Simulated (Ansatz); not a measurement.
# CH₉AlSSi₂: one species, many methods

The task here is to estimate one member of a computed series from the others.

The runs use Ansatz 0.2.0, Gaussian basis; functionals in def2-TZVPP, the program's frozen cores in correlated methods.

Plan: PBE-D4, r2SCAN-D4, PBE0-D4, B3LYP-D4, ωB97X-V, ωB97M-V, B2PLYP; CCSD(T)/def2-TZVPP; MP2/def2-QZVPP; extrapolation to the limit.

### Structure used throughout

All runs share one geometry, relaxed beforehand with PBE0-D4 in a triple-zeta def2 set.

14 atoms, charge 0, spin multiplicity 1.

Atoms are counted from 1 here; the program's logs count them from 0.

Bond lengths: Si1–C2 1.867 Å, Si1–H6 1.488 Å, Si1–H7 1.490 Å, Si1–H8 1.488 Å, C2–Al3 1.943 Å, C2–H9 1.096 Å, C2–H10 1.095 Å, Al3–S4 2.185 Å, Al3–H11 1.580 Å, S4–Si5 2.135 Å, Si5–H12 1.485 Å, Si5–H13 1.484 Å, Si5–H14 1.484 Å. Angles: C2–Si1–H6 110.1°, C2–Si1–H7 110.1°, C2–Si1–H8 112.6°, H6–Si1–H7 107.6°, H6–Si1–H8 108.3°, H7–Si1–H8 108.0°, Si1–C2–Al3 113.5°, Si1–C2–H9 108.7°, Si1–C2–H10 108.1°, Al3–C2–H9 107.8°, Al3–C2–H10 110.6°, H9–C2–H10 108.0°, C2–Al3–S4 123.5°, C2–Al3–H11 122.6°, S4–Al3–H11 113.9°, Al3–S4–Si5 104.3°, S4–Si5–H12 111.8°, S4–Si5–H13 110.8° and more.

The first run:

in.yaml reads:

```yaml
crystal:
  periodic: [false, false, false]
  atoms:
    - {symbol: Si, position_ang: [-1.774191, -0.289912, -0.899032]}
    - {symbol: C, position_ang: [-0.594154, -1.349063, 0.086136]}
    - {symbol: Al, position_ang: [-0.012826, -0.523832, 1.746056]}
    - {symbol: S, position_ang: [1.472386, 1.076345, 1.841371]}
    - {symbol: Si, position_ang: [2.046026, 1.385802, -0.191461]}
    - {symbol: H, position_ang: [-1.092142, 0.954809, -1.347340]}
    - {symbol: H, position_ang: [-2.932595, 0.111747, -0.051632]}
    - {symbol: H, position_ang: [-2.304755, -0.989831, -2.100488]}
    - {symbol: H, position_ang: [-1.094668, -2.291014, 0.337741]}
    - {symbol: H, position_ang: [0.266184, -1.582328, -0.549726]}
    - {symbol: H, position_ang: [-0.600611, -0.935599, 3.154179]}
    - {symbol: H, position_ang: [1.889522, 0.151438, -1.002446]}
    - {symbol: H, position_ang: [1.242750, 2.471016, -0.806408]}
    - {symbol: H, position_ang: [3.476174, 1.781322, -0.188153]}
basis:
  gaussian: {orbitals: def2-TZVPP}
hamiltonian: {xc: pbe, dispersion: d4}
output: {forces: true, orbitals: {seedname: orbitals}}
```

Run with:

```bash
$ ansatz run in.yaml --threads 4 --pin off --events-out ev --progress --plain --max-ram 10444MiB
```

Among the steps run: PBE-D4 (GGA); r2SCAN-D4 (meta-GGA); PBE0-D4 (hybrid); B3LYP-D4 (hybrid); ωB97X-V (range-separated); ωB97M-V (range-separated); B2PLYP (double hybrid); CCSD(T) in def2-TZVPP; MP2 in def2-QZVPP.

One of the session's tables, all rows but one given; the rest of the session is left out.

```
            method  atomisation energy (eV)
            PBE-D4                   45.463
         r2SCAN-D4                   45.904
           PBE0-D4                   45.394
          B3LYP-D4                        ?
           ωB97X-V                   46.164
           ωB97M-V                   45.955
            B2PLYP                   45.036
     HF/def2-TZVPP                   34.975
    MP2/def2-TZVPP                   44.709
   CCSD/def2-TZVPP                   44.221
CCSD(T)/def2-TZVPP                   44.709
           MP2/CBS                   45.897
       CCSD(T)/CBS                   45.897
```

Estimate the missing values for B3LYP-D4.

The run gave: atomisation energy (eV): 45.653. In the column «atomisation energy (eV)» it lies between PBE-D4 (45.463) and MP2/CBS (45.897).

Limits of these values: Free atoms (2 Si, 1 C, 1 Al, 1 S, 9 H) were run apart at each level; the atomisation energy is their sum less the molecule, without zero-point or spin-orbit terms.
